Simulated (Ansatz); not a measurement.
# In3Ga4Sn9: the cost of one run

Program: Ansatz 0.2.0. Level of theory: DFT PBE, scalar-relativistic, plane waves, PAW. These are calculated values, not measurements.

### 1 The starting structure

The cell holds 16 atoms (Ga4In3Sn9): a = 7.677 Å, b = 7.502 Å, c = 7.691 Å, α = 87.14°, β = 92.53°, γ = 84.28°.

9 Sn, 4 Ga, 3 In were thrown into a skewed cell at random, at 1.05 times a reference volume of the solid, and pushed apart as soft spheres.

As a file:

```
Sn Ga In
1.0
     7.66572    0.38086   -0.17468
     0.38086    7.48979    0.19405
    -0.17468    0.19405    7.68614
Sn Ga In
9 4 3
Direct
  0.65879 0.20938 0.62582
  0.52609 0.00897 0.14756
  0.91991 0.52418 0.57411
  0.41418 0.60744 0.42110
  0.76138 0.31177 0.18876
  0.78234 0.80122 0.88581
  0.18832 0.81031 0.96911
  0.84927 0.73435 0.25175
  0.20073 0.16713 0.25239
  0.01511 0.51407 0.98777
  0.18300 0.22381 0.58557
  0.32903 0.49408 0.11327
  0.39207 0.11637 0.82928
  0.28071 0.48752 0.77142
  0.99692 0.14989 0.91016
  0.92968 0.89957 0.56836
```

### 2 Langevin stage at 1000 K

The cutoff is lowered while the worst contacts of the packing are taken out. One k point, a Fermi-Dirac width of 0.086 eV and a fixed cell.

input.yaml

```yaml
crystal:
  lattice:
    - [7.66572, 0.380863, -0.17468]
    - [0.380863, 7.489789, 0.194052]
    - [-0.17468, 0.194052, 7.686145]
  atoms:
    - { symbol: Sn, position: [0.6587923475, 0.2093810079, 0.625815433] }
    - { symbol: Sn, position: [0.5260936028, 0.0089719246, 0.1475637031] }
    - { symbol: Sn, position: [0.9199125147, 0.5241815961, 0.5741053199] }
    - { symbol: Sn, position: [0.4141777378, 0.60743974, 0.4210968768] }
    - { symbol: Sn, position: [0.7613791605, 0.311770287, 0.1887554814] }
    - { symbol: Sn, position: [0.7823433866, 0.8012246599, 0.8858128641] }
    - { symbol: Sn, position: [0.1883232786, 0.8103142981, 0.9691053945] }
    - { symbol: Sn, position: [0.8492720614, 0.7343511917, 0.2517489191] }
    - { symbol: Sn, position: [0.2007293055, 0.1671314566, 0.2523949333] }
    - { symbol: Ga, position: [0.0151126232, 0.5140650007, 0.9877661983] }
    - { symbol: Ga, position: [0.1829997928, 0.2238144251, 0.5855686507] }
    - { symbol: Ga, position: [0.3290343265, 0.4940773661, 0.1132701327] }
    - { symbol: Ga, position: [0.3920661956, 0.1163662328, 0.8292758145] }
    - { symbol: In, position: [0.2807128023, 0.4875232215, 0.7714150228] }
    - { symbol: In, position: [0.996918641, 0.1498949205, 0.910162153] }
    - { symbol: In, position: [0.9296823125, 0.8995743958, 0.5683632402] }
  symmetry: { detect: false }
basis:
  ecutwfc: 320
  xc_grid: 1
kpoints:
  mp_grid: { grid: [1, 1, 1], shift: [0.25, 0.25, 0.25] }
hamiltonian:
  xc: pbe
scf:
  occupations: { method: fermi_dirac, width: 0.0862 }
  lower_state_search: "off"
  convergence: { dr2_threshold: 1.0e-05 }
output:
  forces: true
  stress: true
md:
  timestep: 3.0
  n_steps: 24
  ensemble: nvt_langevin
  friction: 0.03
  temperature: 1000.0
  initial_velocities: maxwell_boltzmann
  seed: 74279
```

The run is started by

```sh
$ ansatz run input.yaml --threads 2 --pin off --max-ram 5120MiB --backend cpu --events-out ev --progress --plain --runs-dir out
```

**Question.** How long does this run take on 2 threads of Arm Neoverse V2, shared host, and how much memory does it need?

About 50 s, with a peak of 0.55 GiB.
